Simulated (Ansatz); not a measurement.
# BaCaS2: the cost of one run

Method: reference: DFT, PBEsol, plane waves, PAW, in Ansatz 0.2.0.

2 further runs of the same task are left out: 2 that didn't finish.

### 1 The structure to begin with

The structure is trigonal, space group R-3m (No. 166). Conventional cell: a = 4.275 Å, b = 4.275 Å, c = 21.125 Å, α = 90.00°, β = 90.00°, γ = 120.00°. Around Ca (site symmetry -3m) lie 6 S at 2.92 Å. Around Ba (site symmetry -3m) lie 6 S at 3.15 Å. Around S (site symmetry 3m) lie 3 Ca at 2.92 Å and 3 Ba at 3.15 Å.

Coordinates:

```cif
data_structure
_symmetry_space_group_name_H-M 'P 1'
_symmetry_Int_Tables_number 1
_cell_length_a 7.4618
_cell_length_b 7.4618
_cell_length_c 7.4618
_cell_angle_alpha 33.290
_cell_angle_beta 33.290
_cell_angle_gamma 33.290
_cell_volume 111.44
loop_
_atom_site_label
_atom_site_type_symbol
_atom_site_fract_x
_atom_site_fract_y
_atom_site_fract_z
_atom_site_occupancy
Ca1 Ca 0.00000 0.00000 0.00000 1
Ba1 Ba 0.50000 0.50000 0.50000 1
S1 S 0.25909 0.25909 0.25909 1
S2 S 0.74091 0.74091 0.74091 1
```

### 2 The reference run

Contents of input.yaml:

```yaml
crystal:
  lattice:
    - [2.137361115, 1.2340060151, 7.0418321886]
    - [-2.137361115, 1.2340060151, 7.0418321886]
    - [0.0, -2.4680120302, 7.0418321886]
  atoms:
    - { symbol: Ca, position: [1.0, 0.0, 0.0] }
    - { symbol: Ba, position: [0.5, 0.5, 0.5] }
    - { symbol: S, position: [0.2590901373, 0.2590901373, 0.2590901373] }
    - { symbol: S, position: [0.7409098627, 0.7409098627, 0.7409098627] }
kpoints:
  mp_grid: { grid: [6, 6, 6] }
hamiltonian:
  xc: pbesol
scf:
  occupations: { method: fixed }
  n_extra_bands: 5
output:
  forces: true
  stress: true
  eigenvalues: true
```

On the command line:

```
$ ansatz run input.yaml --threads 4 --pin off --max-ram 3686MiB --backend cpu --events-out ev --progress --plain --runs-dir out
```

What time and memory should one allow on 4 threads of Arm Neoverse N1, shared host?

About 2.8 s, with a peak of 0.44 GiB.
